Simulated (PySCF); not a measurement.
# C2H6OSSi: the cost of one run

Computed with PySCF 2.14.0, with density-fitted response routines of our own, on a single molecule in the gas phase. Atoms are numbered from 0 throughout.

## 1. The molecule as given

11 atoms, charge 0, multiplicity 1; geometry from: GFN2-xTB. The atoms were then displaced at random by about 0.01 Å, so the start is not that level's minimum.

Bonds of the start (Å): C0–C1 1.32, C1–S2 1.74, S2–Si3 2.19, Si3–O4 1.58, C0–H5 1.05, C0–H6 1.08, C1–H7 1.07, Si3–H8 1.48, Si3–H9 1.47, O4–H10 0.93.

## 2. Geometry optimisation at PBE0-D3(BJ)/def2-SVP

Job settings and geometry (Å):

```
{"job": {"xc": "PBE0", "basis": "def2-SVP", "d3": "d3bj", "grid": 1, "shake": 0.01, "kind": "geom"}, "charge": 0, "multiplicity": 1}
C     -1.933240    -0.238370     0.266500
C     -1.452330     0.075440    -0.924760
S      0.208290     0.369510    -1.337210
Si     1.377170     0.041330     0.489880
O      2.887130     0.314100     0.112740
H     -1.353780    -0.304680     1.145030
H     -3.003210    -0.369050     0.377990
H     -2.054020     0.181540    -1.804230
H      1.000010     1.041270     1.510090
H      1.133930    -1.350510     0.898560
H      3.228150     0.213580    -0.750250
```

Started as:

```
$ OMP_NUM_THREADS=1 python probes_run.py task.json out
```

One launch serves the whole session: the jobs run in the order shown.

Q: Estimate the wall time and peak memory of this first job on 1 thread of Arm Neoverse V1, shared host.

About 46 s, with a peak of 0.45 GiB.
